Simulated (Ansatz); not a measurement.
# BClFH4NSi: the cost of one run

All numbers below are computed with Ansatz 0.2.0 (RKS PBE-D4/cc-pVDZ).

### Step 1. The system as given

Bond lengths: N1–Si2 1.782 Å, Si2–Cl3 2.095 Å, Si2–B4 1.864 Å, B4–F5 1.470 Å, N1–H6 1.116 Å, N1–H7 1.050 Å, Si2–H8 1.463 Å, B4–H9 1.238 Å. Angles: N1–Si2–Cl3 109.6°, N1–Si2–B4 111.4°, N1–Si2–H8 106.5°, Cl3–Si2–B4 108.3°, Cl3–Si2–H8 109.2°, B4–Si2–H8 111.7°, Si2–N1–H6 105.3°, Si2–N1–H7 107.9°, H6–N1–H7 102.3°, Si2–B4–F5 123.2°, Si2–B4–H9 121.6°, F5–B4–H9 115.2°.

Coordinates:

```xyz
9

N     1.2337    0.8887    0.6850
Si    0.5130   -0.5147   -0.1440
Cl    1.2533   -0.6321   -2.1003
B    -1.3440   -0.3742   -0.2271
F    -2.0385    0.7141   -0.9300
H     0.8491    1.7825    0.1388
H     0.7698    0.9825    1.6221
H     0.9338   -1.7000    0.6025
H    -2.0817   -1.1933    0.3360
```

### Step 2. Relaxing end A

File input.yaml:

```yaml
crystal:
  periodic: [false, false, false]
  atoms:
    - { symbol: "N", position_ang: [1.2337, 0.8887, 0.685] }
    - { symbol: Si, position_ang: [0.513, -0.5147, -0.144] }
    - { symbol: Cl, position_ang: [1.2533, -0.6321, -2.1003] }
    - { symbol: B, position_ang: [-1.344, -0.3742, -0.2271] }
    - { symbol: F, position_ang: [-2.0385, 0.7141, -0.93] }
    - { symbol: H, position_ang: [0.8491, 1.7825, 0.1388] }
    - { symbol: H, position_ang: [0.7698, 0.9825, 1.6221] }
    - { symbol: H, position_ang: [0.9338, -1.7, 0.6025] }
    - { symbol: H, position_ang: [-2.0817, -1.1933, 0.336] }
basis:
  gaussian: { orbitals: cc-pVDZ }
hamiltonian:
  xc: pbe
  dispersion: d4
relax:
  f_tol: 0.015
  max_steps: 40
```

Command:

```bash
$ ansatz run input.yaml --threads 2 --pin off --max-ram 3072MiB --backend cpu --events-out ev --progress --plain --runs-dir out
```

**Question.** How long does this run take on 2 threads of Intel Xeon Platinum 8375C at 2.90GHz (Ice Lake), shared host, and how much memory does it need?

About 78 s, with a peak of 0.2 GiB.
